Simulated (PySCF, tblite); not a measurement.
**C₄H₈FGe₂N: geometry, infrared bands and NMR shifts**

What infrared bands and NMR shifts should C₄H₈FGe₂N (`N#[C][GeH2][GeH2][CH2]/C=C\F`) show?

The runs use tblite 0.8.0 and PySCF 2.14.0, with density-fitted response routines of our own; the level of theory stands in each step. All values are computed, except where a source is named. Atoms count from 0, in the outputs and in this text.

## 1. The molecule as given

16 atoms, charge 0, multiplicity 1; geometry from: force field or distance geometry start.

Bonds of the start (Å): N0–C1 1.17, C1–Ge2 1.91, Ge2–Ge3 2.40, Ge3–C4 1.93, C4–C5 1.49, C5–C6 1.34, C6–F7 1.38, Ge2–H8 1.54, Ge2–H9 1.56, Ge3–H10 1.56, Ge3–H11 1.54, C4–H12 1.10, C4–H13 1.14, C5–H14 1.08, C6–H15 1.11.

## 2. Relaxing the molecule with GFN2-xTB

The job: settings as JSON, then the geometry in Å.

```
{"job": {"kind": "relax", "xc": "GFN2-xTB", "basis": "xTB"}, "charge": 0, "multiplicity": 1}
N     -2.281700     2.556400     2.095600
C     -2.220400     1.523100     1.553100
Ge    -2.066700    -0.186300     0.725000
Ge    -0.822700    -0.052400    -1.319100
C      1.056700     0.263700    -1.046100
C      1.735600    -0.802800    -0.263600
C      2.342300    -0.482700     0.884000
F      2.356600     0.807800     1.370400
H     -1.473200    -1.165200     1.760000
H     -3.513600    -0.621400     0.327700
H     -1.041100    -1.367400    -2.134900
H     -1.408000     1.123600    -2.119000
H      1.182300     1.277800    -0.645100
H      1.550600     0.253900    -2.073900
H      1.756300    -1.834000    -0.600300
H      2.839400    -1.285100     1.474600
```

Run with:

```console
OMP_NUM_THREADS=1 python probes_run.py task.json out
```

This one command runs all jobs of the session in turn.

Standard output:

```text
step      E/eV     max force
  0    -654.41415    2.814
  1    -654.37301    8.982
  2    -654.64000    1.149
  3    -654.67412    0.954
  4    -654.70739    0.489
  5    -654.73272    0.420
  6    -654.74305    0.280
  7    -654.75386    0.261
  8    -654.75891    0.281
  9    -654.76547    0.192
 10    -654.76979    0.178
 11    -654.77331    0.147
 12    -654.77601    0.175
 13    -654.77846    0.157
 14    -654.78016    0.096
 15    -654.78112    0.069
 16    -654.78173    0.061
 17    -654.78226    0.054
 18    -654.78275    0.055
 19    -654.78316    0.066
 20    -654.78352    0.050
 21    -654.78387    0.054
 22    -654.78425    0.065
 23    -654.78464    0.056
 24    -654.78504    0.062
 25    -654.78545    0.053
 26    -654.78582    0.059
 27    -654.78613    0.045
 28    -654.78638    0.039
 29    -654.78659    0.035
 30    -654.78684    0.063
 31    -654.78719    0.077
 32    -654.78763    0.064
 33    -654.78816    0.064
 34    -654.78874    0.073
 35    -654.78944    0.078
 36    -654.79036    0.092
 37    -654.79154    0.111
 38    -654.79278    0.104
 39    -654.79387    0.077
 40    -654.79496    0.097
 41    -654.79631    0.120
 42    -654.79807    0.177
 43    -654.80014    0.178
 44    -654.80217    0.119
 45    -654.80394    0.120
 46    -654.80585    0.164
 47    -654.80214    0.542
 48    -654.80994    0.234
 49    -654.81271    0.218
 50    -654.82179    0.263
 51    -654.82918    0.356
 52    -654.82941    0.483
 53    -654.84095    0.202
 54    -654.84498    0.184
 55    -654.85915    0.149
 56    -654.86404    0.189
 57    -654.86691    0.188
 58    -654.87008    0.162
 59    -654.87385    0.138
 60    -654.88209    0.185
 61    -654.88856    0.205
 62    -654.89562    0.298
 63    -654.90052    0.363
 64    -654.90561    0.211
 65    -654.91009    0.162
 66    -654.91415    0.154
 67    -654.91748    0.184
 68    -654.91996    0.158
 69    -654.92269    0.176
 70    -654.92757    0.231
 71    -654.93487    0.242
 72    -654.94126    0.236
 73    -654.94524    0.171
 74    -654.94772    0.121
 75    -654.94976    0.135
 76    -654.95198    0.122
 77    -654.95429    0.101
 78    -654.95608    0.109
 79    -654.95713    0.077
 80    -654.95812    0.094
 81    -654.95893    0.085
 82    -654.95965    0.059
 83    -654.96015    0.052
 84    -654.96048    0.037
 85    -654.96072    0.056
 86    -654.96097    0.059
 87    -654.96133    0.055
 88    -654.96186    0.052
 89    -654.96238    0.046
 90    -654.96275    0.043
 91    -654.96307    0.047
 92    -654.96351    0.060
 93    -654.96428    0.081
 94    -654.96545    0.094
 95    -654.96675    0.098
 96    -654.96777    0.094
 97    -654.96840    0.064
 98    -654.96890    0.066
 99    -654.96967    0.081
100    -654.97087    0.121
101    -654.97212    0.121
102    -654.97318    0.117
103    -654.97392    0.150
104    -654.97456    0.122
105    -654.97521    0.115
106    -654.97664    0.095
107    -654.97787    0.103
108    -654.97927    0.115
109    -654.97975    0.042
110    -654.98009    0.151
111    -654.98027    0.071
112    -654.98051    0.040
113    -654.98065    0.078
114    -654.98088    0.084
115    -654.98106    0.054
116    -654.98130    0.028
117    -654.98152    0.043
118    -654.98172    0.053
119    -654.98189    0.031
120    -654.98204    0.022
121    -654.98215    0.024
122    -654.98223    0.026
123    -654.98230    0.026
124    -654.98240    0.020
125    -654.98257    0.026
126    -654.98282    0.038
127    -654.98318    0.068
128    -654.98368    0.094
129    -654.98438    0.108
130    -654.98532    0.102
131    -654.98628    0.076
132    -654.98708    0.064
133    -654.98772    0.062
134    -654.98768    0.172
135    -654.98891    0.078
136    -654.98951    0.057
137    -654.99114    0.185
138    -654.99183    0.169
139    -654.99282    0.154
140    -654.99441    0.267
141    -654.99451    0.310
142    -654.99638    0.117
143    -654.99719    0.133
144    -654.99864    0.159
145    -655.00239    0.123
146    -655.00176    0.429
147    -655.00538    0.281
148    -655.00686    0.218
149    -655.00984    0.095
150    -655.01175    0.256
151    -655.01477    0.257
152    -655.01702    0.168
153    -655.01913    0.380
154    -655.02133    0.151
155    -655.02278    0.138
156    -655.02396    0.133
157    -655.02521    0.084
158    -655.02689    0.141
159    -655.02908    0.143
160    -655.03017    0.109
161    -655.03139    0.133
162    -655.03285    0.148
163    -655.03466    0.128
164    -655.03630    0.119
165    -655.03720    0.090
166    -655.03780    0.123
167    -655.03831    0.057
168    -655.03871    0.111
169    -655.03922    0.053
170    -655.03995    0.057
171    -655.04052    0.048
172    -655.04101    0.062
173    -655.04137    0.052
174    -655.04169    0.047
175    -655.04194    0.052
176    -655.04221    0.049
177    -655.04252    0.062
178    -655.04280    0.057
179    -655.04298    0.054
180    -655.04314    0.039
181    -655.04333    0.034
182    -655.04356    0.047
183    -655.04382    0.045
184    -655.04412    0.043
185    -655.04447    0.054
186    -655.04490    0.063
187    -655.04537    0.065
188    -655.04588    0.066
189    -655.04631    0.091
190    -655.04675    0.064
191    -655.04703    0.056
192    -655.04730    0.045
193    -655.04746    0.051
194    -655.04768    0.035
195    -655.04789    0.054
196    -655.04817    0.040
197    -655.04850    0.070
198    -655.04892    0.045
199    -655.04941    0.070
200    -655.04979    0.066
201    -655.05011    0.070
202    -655.05053    0.089
203    -655.05081    0.077
204    -655.05114    0.116
205    -655.05150    0.048
206    -655.05191    0.076
207    -655.05219    0.054
208    -655.05251    0.053
209    -655.05290    0.064
210    -655.05286    0.142
211    -655.05249    0.144
212    -655.05374    0.103
213    -655.05407    0.037
214    -655.05450    0.091
215    -655.05480    0.045
216    -655.05499    0.034
217    -655.05519    0.058
218    -655.05536    0.029
219    -655.05553    0.021
220    -655.05564    0.028
221    -655.05568    0.019
222    -655.05573    0.024
223    -655.05586    0.037
224    -655.05591    0.027
225    -655.05594    0.030
226    -655.05599    0.029
227    -655.05605    0.030
228    -655.05617    0.047
229    -655.05637    0.056
230    -655.05668    0.054
231    -655.05708    0.062
232    -655.05729    0.074
233    -655.05757    0.037
234    -655.05781    0.050
235    -655.05820    0.043
236    -655.05847    0.037
237    -655.05871    0.055
238    -655.05886    0.033
239    -655.05897    0.032
240    -655.05902    0.022
241    -655.05910    0.023
242    -655.05917    0.016
243    -655.05921    0.015
244    -655.05924    0.014
245    -655.05926    0.017
246    -655.05927    0.019
247    -655.05928    0.016
248    -655.05928    0.016
249    -655.05929    0.009
```

Run time: 2.1 s. Hardware: 1 thread of Arm Neoverse V1, shared host.

Along the way: (not every step is listed) (the energy doesn't fall at every step)

| step | energy from step 0 (eV) | largest force (eV/Å) |
| --- | --- | --- |
| 0 | 0.0000 | 2.8144 |
| 1 | 0.0411 | 8.9818 |
| 2 | -0.2259 | 1.1487 |
| 3 | -0.2600 | 0.9545 |
| 4 | -0.2932 | 0.4889 |
| 5 | -0.3186 | 0.4203 |
| 6 | -0.3289 | 0.2801 |
| 7 | -0.3397 | 0.2614 |
| 8 | -0.3448 | 0.2811 |
| 31 | -0.3730 | 0.0767 |
| 54 | -0.4308 | 0.1839 |
| 77 | -0.5401 | 0.1006 |
| 100 | -0.5567 | 0.1210 |
| 123 | -0.5682 | 0.0261 |
| 146 | -0.5876 | 0.4288 |
| 169 | -0.6251 | 0.0530 |
| 192 | -0.6332 | 0.0454 |
| 215 | -0.6407 | 0.0451 |
| 238 | -0.6447 | 0.0332 |
| 244 | -0.6451 | 0.0137 |
| 245 | -0.6451 | 0.0168 |
| 246 | -0.6451 | 0.0188 |
| 247 | -0.6451 | 0.0164 |
| 248 | -0.6451 | 0.0162 |
| 249 | -0.6451 | 0.0088 |

Distances of close pairs at the start and the end, largest changes first:

| bond | before (Å) | after (Å) | change (Å) |
| --- | --- | --- | --- |
| Ge3–C4 | 1.925 | 1.994 | +0.068 |
| Ge3–H10 | 1.563 | 1.506 | -0.056 |
| Ge2–H9 | 1.562 | 1.511 | -0.051 |
| C4–H13 | 1.140 | 1.094 | -0.046 |
| Ge2–H8 | 1.543 | 1.503 | -0.040 |
| C6–H15 | 1.113 | 1.077 | -0.036 |
| N0–C1 | 1.169 | 1.146 | -0.023 |
| C5–C6 | 1.337 | 1.316 | -0.021 |

The end geometry stands in the next job.

## 3. Harmonic vibrations with GFN2-xTB

The job: settings as JSON, then the geometry in Å.

```
{"job": {"kind": "ir", "xc": "GFN2-xTB", "basis": "xTB"}, "charge": 0, "multiplicity": 1}
N     -0.295896     1.887345     2.348974
C     -0.993581     1.192098     1.763552
Ge    -2.069459     0.015031     0.700193
Ge    -0.840199    -0.539816    -1.274991
C      0.951367     0.333102    -1.332552
C      1.838427     0.167236    -0.147545
C      1.624443    -0.624148     0.882147
F      0.509641    -1.402543     0.953034
H     -2.382854    -1.115832     1.639260
H     -3.351069     0.798111     0.530227
H     -0.717080    -2.030930    -1.450552
H     -1.556828    -0.060073    -2.525111
H      0.795323     1.404679    -1.491262
H      1.481969    -0.025296    -2.219745
H      2.744460     0.757093    -0.135015
H      2.253738    -0.747112     1.747974
```

Standard output:

```text
mode    cm-1     km/mol
  1      31.4      2.34
  2      43.2      2.13
  3      63.5      5.01
  4      75.4      0.46
  5     105.9      4.91
  6     179.2      9.16
  7     249.2      4.11
  8     251.4      4.79
  9     267.6      7.33
 10     309.9      2.29
 11     341.7     25.04
 12     383.6     11.70
 13     431.0     12.59
 14     469.6     20.43
 15     533.1     20.75
 16     576.3     32.81
 17     608.1    462.30
 18     645.0    103.50
 19     656.4    168.30
 20     714.6    104.17
 21     749.5     79.55
 22     786.8     92.63
 23     822.4    117.89
 24     856.1    215.87
 25     862.9      1.80
 26     958.8     51.52
 27    1031.0     61.98
 28    1117.9     13.42
 29    1180.1      8.51
 30    1245.0      7.45
 31    1283.8     21.16
 32    1427.2      6.04
 33    1730.6     32.33
 34    1857.3    377.80
 35    1896.3    306.64
 36    1957.1    266.21
 37    1982.6    695.34
 38    2330.0     57.58
 39    2913.2     28.83
 40    2938.0     21.39
 41    3065.7     16.26
 42    3109.4     12.78
```

Run time: 0.68 s. Hardware: 1 thread of Arm Neoverse V1, shared host.

The strongest bands and the atoms that carry them (share of the mass-weighted mode):

| cm⁻¹ | km/mol | atoms |
| --- | --- | --- |
| 608 | 462.3 | H11 41 %, H8 33 % |
| 656 | 168.3 | H8 34 %, H11 20 % |
| 822 | 117.9 | H8 34 %, H9 34 %, H10 11 % |
| 856 | 215.9 | H10 42 %, H11 39 % |
| 1857 | 377.8 | H11 84 %, H10 13 % |
| 1896 | 306.6 | H9 82 %, H8 15 % |
| 1957 | 266.2 | H10 79 %, H11 11 % |
| 1983 | 695.3 | H8 74 %, H9 16 % |

## 4. Shielding tensors: PBE0/pcSseg-1

Same as in step 3 but for these lines:

```diff
@@ -1,2 +1,2 @@
-{"job": {"kind": "ir", "xc": "GFN2-xTB", "basis": "xTB"}, "charge": 0, "multiplicity": 1}
+{"job": {"kind": "nmr", "xc": "PBE0", "basis": "pcSseg-1"}, "charge": 0, "multiplicity": 1}
 N     -0.295896     1.887345     2.348974
```

Level: GIAO PBE0/pcSseg-1 NMR shielding, non-relativistic, gas phase.

Standard output:

```text
coarse grid: 65752 points
cycle   1  E = -4464.3139715094  dE = -4.629e-01  |g| = 1.300e+00  |ddm| = 3.898e+00
cycle   2  E = -4464.1251657818  dE =  1.888e-01  |g| = 1.544e+00  |ddm| = 1.485e+00
cycle   3  E = -4464.4064488722  dE = -2.813e-01  |g| = 4.792e-01  |ddm| = 1.117e+00
cycle   4  E = -4464.4539673508  dE = -4.752e-02  |g| = 1.274e-01  |ddm| = 3.191e-01
cycle   5  E = -4464.4565681897  dE = -2.601e-03  |g| = 3.367e-02  |ddm| = 8.565e-02
cycle   6  E = -4464.4568099001  dE = -2.417e-04  |g| = 8.612e-03  |ddm| = 2.971e-02
cycle   7  E = -4464.4568245000  dE = -1.460e-05  |g| = 3.196e-03  |ddm| = 8.514e-03
cycle   8  E = -4464.4568264313  dE = -1.931e-06  |g| = 7.140e-04  |ddm| = 2.639e-03
final grid: 136480 points
cycle   9  E = -4464.4567975183  dE =  5.259e-08  |g| = 1.146e-03  |ddm| = 2.589e-03
cycle  10  E = -4464.4567968895  dE =  6.288e-07  |g| = 2.110e-03  |ddm| = 2.230e-03
cycle  11  E = -4464.4567977563  dE = -8.668e-07  |g| = 2.856e-04  |ddm| = 1.422e-03
cycle  12  E = -4464.4567977728  dE = -1.654e-08  |g| = 4.072e-05  |ddm| = 1.920e-04
cycle  13  E = -4464.4567977732  dE = -3.574e-10  |g| = 1.306e-05  |ddm| = 4.040e-05
converged SCF energy = -4464.4567977732

GIAO shielding tensors (ppm)
atom      isotropic    diamagn.    paramagn.     s11        s22        s33       span
  0 N      -97.366     338.444    -435.809   -302.100   -294.174    304.177    606.277
  1 C       63.202     265.091    -201.888    -52.752    -46.811    289.171    341.923
  2 Ge    1620.899    2754.255   -1133.357   1579.175   1622.721   1660.800     81.624
  3 Ge    1554.937    2754.768   -1199.832   1496.721   1525.792   1642.297    145.577
  4 C      174.643     251.667     -77.024    160.860    177.607    185.462     24.602
  5 C       71.318     258.554    -187.237    -32.217     91.247    154.923    187.140
  6 C       25.692     248.959    -223.267    -67.785     71.124     73.737    141.522
  7 F      303.153     479.780    -176.626    206.910    278.775    423.775    216.866
  8 H       27.503      28.002      -0.499     21.431     21.585     39.494     18.063
  9 H       27.533      27.222       0.311     20.471     21.870     40.257     19.786
 10 H       27.313      29.452      -2.139     21.080     21.853     39.005     17.925
 11 H       27.696      29.047      -1.351     20.649     22.004     40.434     19.784
 12 H       29.786      31.761      -1.975     24.935     27.699     36.725     11.790
 13 H       29.722      29.628       0.094     23.666     27.302     38.197     14.532
 14 H       26.329      30.894      -4.565     23.584     26.372     29.030      5.446
 15 H       24.796      29.922      -5.126     21.806     25.693     26.890      5.084
```

Run time: 76 s. Hardware: 1 thread of Arm Neoverse V1, shared host; peak memory 1 GiB.

Shifts follow as δ = σ(reference) − σ, with reference shieldings (ppm) from runs at the same level and on the same kind of geometry: 1H TMS 31.72, 13C TMS 186.9, 19F CFCl3 170.9, 15N NH3 267.7, 73Ge GeMe4 1331. The references are single molecules in the gas phase, so shifts against H2O, NH3, PH3, H3PO4 or CFCl3 are not on the usual liquid scales and can be off by tens of ppm. Atoms listed in one row are averaged.

| atoms | environment | σ (ppm) | δ (ppm) |
| --- | --- | --- | --- |
| C6 | alkene CH | 25.7 | 161.2 |
| C1 | nitrile carbon | 63.2 | 123.7 |
| C5 | alkene CH | 71.3 | 115.6 |
| C4 | allylic sp3 CH2 bonded to Ge | 174.6 | 12.3 |
| H15 | hydrogen on an alkene CH | 24.80 | 6.92 |
| H14 | hydrogen on an alkene CH | 26.33 | 5.39 |
| H10, H11 | hydrogen on a germanium bonded to C, Ge | 27.50 | 4.21 |
| H8, H9 | hydrogen on a germanium bonded to C, Ge | 27.52 | 4.20 |
| H12, H13 | hydrogen on an allylic sp3 CH2 bonded to Ge | 29.75 | 1.96 |
| N0 | nitrile nitrogen | -97.4 | 365.1 |
| Ge3 | germanium bonded to C, Ge, 2 H | 1555 | -224 |
| Ge2 | germanium bonded to C, Ge, 2 H | 1621 | -290 |
| F7 | vinylic fluorine | 303.2 | -132.2 |

The run also stored atomic charges by several schemes (e):

| atoms | Mulliken | IAO | Hirshfeld | ESP fit |
| --- | --- | --- | --- | --- |
| N0 | -0.24 | -0.22 | -0.22 | -0.42 |
| C1 | -0.18 | -0.12 | -0.04 | 0.23 |
| Ge2 | 0.28 | 0.38 | 0.27 | 0.17 |
| Ge3 | 0.17 | 0.40 | 0.25 | 0.28 |
| C4 | -0.46 | -0.49 | -0.14 | -0.13 |
| C5 | -0.22 | -0.18 | -0.06 | -0.18 |
| C6 | 0.25 | 0.12 | 0.04 | -0.10 |
| F7 | -0.30 | -0.28 | -0.05 | -0.12 |

Mayer bond orders: N0–C1 2.96, C1–Ge2 0.76, Ge2–Ge3 0.91, Ge3–C4 0.93, C4–C5 1.03, C5–C6 1.90, C6–F7 0.88.

Orbitals, density, ELF and potential are computed afterwards from the orbital file.

Frontier orbitals at PBE0/pcSseg-1, with the share of their density that lies nearest to each atom:

| orbital | energy (eV) | lies on |
| --- | --- | --- |
| HOMO | -7.61 | C5, C6 about 31 % each; F7 11 % |
| LUMO | -0.37 | Ge2 18 %; C1 17 %; Ge3 13 % |

ELF in a plane through or near 5 of the atoms.

Ten even steps from '0' (0.00) to '9' (1.00):
```
0000000000000000000000000000
0000000000000000000000000000
0000000000000035410000000000
0000000000000599993000000000
0000000000000699996000000000
0000000488400399982000000000
0000001899843345631000000000
0000000699737622443248961000
0000000025126634664599996000
0000001236874213521289997000
0000038986562001321169995000
0000079998664015885334430000
0000049996463036338610000000
0000001310120047646620000000
0000000000000156775410000000
0000000000000156543100000000
0000000000000034321000000000
0000000000000000000000000000
0000000000000000000000000000
0000000000000000000000000000
```
The map spans 11.9 Å across and 10.9 Å up, centred on the molecule. Atoms in the plane (x, y in Å): C1 (1.5, -1.6), C4 (-1.3, 0.9), H9 (3.4, 0.3), H11 (0.8, 2.8), H14 (-2.7, -0.8).

log10 of the density (e/Å³) in the same plane.

Values, 10 rows by 14 columns:
```
-4.0 -4.0 -4.0 -4.0 -4.0 -4.0 -4.0 -4.0 -4.0 -4.0 -4.0 -4.0 -4.0 -4.0
-4.0 -4.0 -4.0 -4.0 -4.0 -3.9 -3.0 -2.2 -2.2 -2.9 -3.9 -4.0 -4.0 -4.0
-4.0 -4.0 -4.0 -3.3 -2.5 -2.3 -1.9 -0.6 -0.5 -1.8 -3.0 -4.0 -4.0 -4.0
-4.0 -4.0 -3.7 -2.2 -0.7 -0.4 -0.7 -0.4 -0.6 -1.5 -2.0 -2.4 -3.1 -4.0
-4.0 -4.0 -3.4 -2.1 -0.8  0.3  0.0 -0.7 -0.7 -0.6 -0.4 -0.7 -2.0 -3.4
-4.0 -4.0 -2.7 -1.1 -0.1  0.0 -0.8 -1.4 -0.7  0.2 -0.2 -0.7 -2.0 -3.3
-4.0 -4.0 -2.8 -1.3 -0.6 -0.7 -1.2 -0.9  0.2  0.0 -1.1 -2.0 -2.8 -4.0
-4.0 -4.0 -4.0 -3.1 -2.5 -2.1 -1.9 -0.7 -0.1 -0.7 -1.8 -3.0 -4.0 -4.0
-4.0 -4.0 -4.0 -4.0 -4.0 -3.7 -2.9 -1.7 -1.5 -2.0 -3.0 -4.0 -4.0 -4.0
-4.0 -4.0 -4.0 -4.0 -4.0 -4.0 -4.0 -4.0 -3.7 -4.0 -4.0 -4.0 -4.0 -4.0
```
The map spans 11.9 Å across and 10.9 Å up, centred on the molecule. Atoms in the plane (x, y in Å): C1 (1.5, -1.6), C4 (-1.3, 0.9), H9 (3.4, 0.3), H11 (0.8, 2.8), H14 (-2.7, -0.8).

On the surface of density 0.002 e/bohr³ the electrostatic potential runs, from the 1st to the 99th percentile, from -1.81 V near N0 to 1.47 V near Ge2.

## 5. Results

```
                                                              quantity                             value
                             strongest single infrared mode (GFN2-xTB)             1983 cm⁻¹, 695 km/mol
                                          zero-point energy (GFN2-xTB)                     61.5 kcal/mol
                                13C shifts against TMS (PBE0/pcSseg-1)     161.2, 123.7, 115.6, 12.3 ppm
1H shifts against TMS (PBE0/pcSseg-1, means over atoms taken as alike)  6.92, 5.39, 4.21, 4.20, 1.96 ppm
                                15N shifts against NH3 (PBE0/pcSseg-1)                         365.1 ppm
                             73Ge shifts against GeMe4 (PBE0/pcSseg-1)                    -224, -290 ppm
                              19F shifts against CFCl3 (PBE0/pcSseg-1)                        -132.2 ppm
                                 surface potential, 1st and 99th percentile                -1.81 V and 1.47 V
```

In words: The optimisation took 249 steps and gained 0.645 eV; among the close pairs (by a distance rule), Ge3–C4 changed most, from 1.925 to 1.994 Å. All 42 modes are real, so the xTB geometry is a minimum. The strongest single mode, at 1983 cm⁻¹, moves mainly H8. GFN2-xTB is a fitted tight-binding method: band positions and strengths are rough. Its intensities can rank the bands wrongly. At PBE0/pcSseg-1: The widest tensor belongs to N0: span 606 ppm, with a paramagnetic part of -436 ppm. By nearest atom (PBE0/pcSseg-1), the HOMO sits on C5, C6 about 31 % each; F7 11 % and the LUMO on Ge2 18 %; C1 17 %. Spin-orbit coupling is left out, which matters for shieldings and couplings at and beside the heavy atoms.
